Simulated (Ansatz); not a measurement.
# CH3BOS: vertical ionisation energy

One table from this session's results is given with a row withheld; the runs are named, their logs left out.

Method: unrestricted cation, the program's frozen cores in correlated methods; program: Ansatz 0.2.0, Gaussian basis.

Levels to be run: UKS PBE-D4/def2-TZVPP; UKS r2SCAN-D4/def2-TZVPP; UKS PBE0-D4/def2-TZVPP; UKS B3LYP-D4/def2-TZVPP; UKS wB97X-V/def2-TZVPP; UKS wB97M-V/def2-TZVPP; UKS B2PLYP/def2-TZVPP; UHF-CCSD(T)/def2-TZVPP; UHF-MP2/def2-QZVPP; extrapolation to the limit; then −ε(HOMO) from the neutral's earlier runs with LDA (SPW92), PBE-D4, revPBE-D4, BLYP-D4, r2SCAN-D4, B97M-V, PBE0-D4, B3LYP-D4, r2SCANh-D4, r2SCAN0-D4, HSE06-D4, BHLYP-D4, CAM-B3LYP-D4, LC-ωPBE, ωB97X-V, ωB97M-V.

### The geometry

All runs share one geometry, relaxed beforehand with PBE0-D4 in a triple-zeta def2 set.

SMILES `OB1CS1`, 7 atoms, charge 0, spin multiplicity 1.

Atoms are counted from 1 here; the program's logs count them from 0.

Bond lengths: O1–B2 1.340 Å, O1–H5 0.961 Å, B2–C3 1.530 Å, B2–S4 1.754 Å, C3–S4 1.883 Å, C3–H6 1.087 Å, C3–H7 1.087 Å. Angles: B2–O1–H5 113.4°, O1–B2–C3 148.4°, O1–B2–S4 142.0°, C3–B2–S4 69.6°, B2–C3–S4 60.8°, B2–C3–H6 121.6°, B2–C3–H7 121.6°, S4–C3–H6 113.5°, S4–C3–H7 113.5°, H6–C3–H7 113.4°, B2–S4–C3 49.6°.

The first run:

Contents of in.yaml:

```yaml
crystal:
  periodic: [false, false, false]
  atoms:
    - {symbol: O, position_ang: [-1.350878, 0.665472, -1.019497]}
    - {symbol: B, position_ang: [-0.440250, -0.112422, -0.418951]}
    - {symbol: C, position_ang: [0.728032, -0.232298, 0.561564]}
    - {symbol: S, position_ang: [0.117992, -1.772767, -0.333787]}
    - {symbol: H, position_ang: [-1.299097, 1.587528, -0.754321]}
    - {symbol: H, position_ang: [0.568433, -0.263585, 1.636092]}
    - {symbol: H, position_ang: [1.737069, 0.059972, 0.283199]}
basis:
  gaussian: {orbitals: def2-TZVPP}
total_charge: 1
magnetization: {spin_polarized: true, initial_magnetization: 1}
hamiltonian: {xc: pbe, dispersion: d4}
```

On the command line:

```console
$ ansatz run in.yaml --threads 2 --pin off --events-out ev --progress --plain --max-ram 4352MiB
```

Steps of the session up to this table: Cation, UKS PBE-D4/def2-TZVPP; Cation, UKS r2SCAN-D4/def2-TZVPP; Cation, UKS PBE0-D4/def2-TZVPP; Cation, UKS B3LYP-D4/def2-TZVPP; Cation, UKS wB97X-V/def2-TZVPP; Cation, UKS wB97M-V/def2-TZVPP; Cation, UKS B2PLYP (frozen core)/def2-TZVPP; Cation, UHF-CCSD(T)/def2-TZVPP; Cation, UHF-MP2/def2-QZVPP.

One of the session's tables, all rows but one given; the rest of the session is left out.

Orbital estimates, from the neutral's runs:

```
  functional  −ε(HOMO) (eV)
 LDA (SPW92)              ?
      PBE-D4           6.01
   revPBE-D4           5.96
     BLYP-D4           5.84
   r2SCAN-D4           6.25
      B97M-V           6.31
     PBE0-D4           7.20
    B3LYP-D4           6.95
  r2SCANh-D4           6.69
  r2SCAN0-D4           7.36
    HSE06-D4           6.80
    BHLYP-D4           8.25
CAM-B3LYP-D4           8.50
     LC-ωPBE           9.90
     ωB97X-V           9.53
     ωB97M-V           9.36
```

Estimate the missing values for LDA (SPW92).

The run gave: −ε(HOMO) (eV): 6.13. In the column «−ε(HOMO) (eV)» it lies between PBE-D4 (6.01) and r2SCAN-D4 (6.25).
